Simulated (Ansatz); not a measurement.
Run this with Ansatz 0.2.0, Python API and show what comes out.

Input file `tinbb4.yaml`:
```yaml
crystal:
  lattice:
    - [3.071061, 0.0, 0.0]
    - [-1.53553, 2.659617, 0.0]
    - [0.0, 0.0, 6.565292]
  atoms:
    - { symbol: Ti, position: [0.0, 0.0, 0.5] }
    - { symbol: Nb, position: [0.0, 0.0, 0.0] }
    - { symbol: B, position: [0.333333, 0.666667, 0.740769] }
    - { symbol: B, position: [0.333333, 0.666667, 0.259231] }
    - { symbol: B, position: [0.666667, 0.333333, 0.740769] }
    - { symbol: B, position: [0.666667, 0.333333, 0.259231] }
kpoints:
  mp_grid: { grid: [9, 9, 4] }
hamiltonian:
  xc: pbesol
scf:
  occupations: { method: fermi_dirac, width: 0.1 }
basis:
  ecutwfc: "19 Ha"
output:
  forces: true
```

Script `yaml_run_tinbb4.py`:
```python
# -*- coding: utf-8 -*-
"""Run a YAML input for TiNbB4 from Python."""

import warnings

import ansatz as az
import pandas as pd


def main():
    warnings.simplefilter("ignore", az.DeckWarning)

    planned = az.Session.from_deck("tinbb4.yaml").plan(threads=1, pin="off")
    out = planned.execute()
    data = out.report

    energy = data["free_energy_ev"]
    print("TiNbB4: {:.6f} eV = {:.6f} Ry = {:.6f} Ha".format(energy, energy / 13.605693, energy / 27.211386))
    print("Fermi level {:.4f} eV, {} k-points, {} symmetry operations".format(data["fermi_energy_ev"], data["n_kpoints"], data["n_symmetry_ops"]))

    # forces in eV per angstrom
    table = pd.DataFrame(data["forces_ev_ang"], columns=["fx", "fy", "fz"])
    table.insert(0, "atom", [site["symbol"] for site in data["lattice"]["sites"]])
    print(table.round(4).to_string())


if __name__ == "__main__":
    main()
```

```console
$ python yaml_run_tinbb4.py
TiNbB4: -7585.870555 eV = -557.551207 Ry = -278.775604 Ha
Fermi level 16.8276 eV, 36 k-points, 24 symmetry operations
  atom   fx   fy      fz
0   Ti  0.0  0.0  0.0000
1   Nb  0.0  0.0  0.0000
2    B  0.0 -0.0  0.0893
3    B -0.0 -0.0 -0.0893
4    B -0.0  0.0  0.0893
5    B -0.0  0.0 -0.0893
```

Absolute energies stand on the zero of these potentials, so only differences at equal settings mean something. A total without «per atom» is that of the cell as typed. No spin polarisation was allowed. The mesh is modest for a metal, so energies can be off by several to tens of meV an atom and pressures by half a GPa or more; differences at equal mesh fare better. The zero of the levels is a convention of the potentials, so an absolute Fermi energy is no work function. This cell is a computed structure, which may not be the phase found in nature. The whole script took 2.9 s on 1 thread of Arm Neoverse V2 (shared host), peak memory 0.47 GiB.

(A comment or docstring line of the script was reworded after the run, the code is as it ran; lines on the test bed's own set-up are left out of the output.)
